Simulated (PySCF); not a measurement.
# C6H11OS: the cost of one run

Computed with PySCF 2.14.0 and routines of our own; the level stands in each step. Atoms count from 0.

### 1 The system as given

19 atoms, charge 1, multiplicity 1; geometry from: GFN2-xTB.

### 2 Magnetic properties: GIAO B97-2/pcSseg-1

What the job is given:

```
{"job": {"kind": "mag", "xc": "B97-2", "basis": "pcSseg-1", "isotopologues": 2}, "charge": 1, "multiplicity": 1}
C     -1.579254     2.048818    -0.338780
C     -0.616880     1.232784    -0.779811
C     -0.533984    -0.166957    -0.414201
C      0.626868    -0.960101    -0.854670
S      1.510725    -0.537151     0.716063
C      2.533687     0.872856     0.240655
O     -1.509552    -0.635592     0.293715
C     -1.592689    -2.001913     0.677359
H     -2.339218     1.708020     0.345080
H     -1.629175     3.075805    -0.657442
H      0.132237     1.586975    -1.473078
H      0.488014    -2.034975    -0.917491
H      1.154776    -0.576054    -1.720886
H      3.079282     0.642315    -0.669039
H      1.933510     1.770996     0.134290
H      3.234437     1.006756     1.061337
H     -1.673718    -2.655724    -0.193065
H     -0.729436    -2.286164     1.283408
H     -2.499435    -2.081443     1.274259
```

Level: GIAO B97-2/pcSseg-1 magnetisability, rotational g tensor and spin-rotation constants, non-relativistic, gas phase.

Started as:

```sh
> OMP_NUM_THREADS=1 python excited_run.py task.json out
```

This one command runs all jobs of the session in turn.

Q: Estimate the wall time and peak memory of this first job on 1 thread of Arm Neoverse N1, shared host.

About 84 s, with a peak of 0.97 GiB.
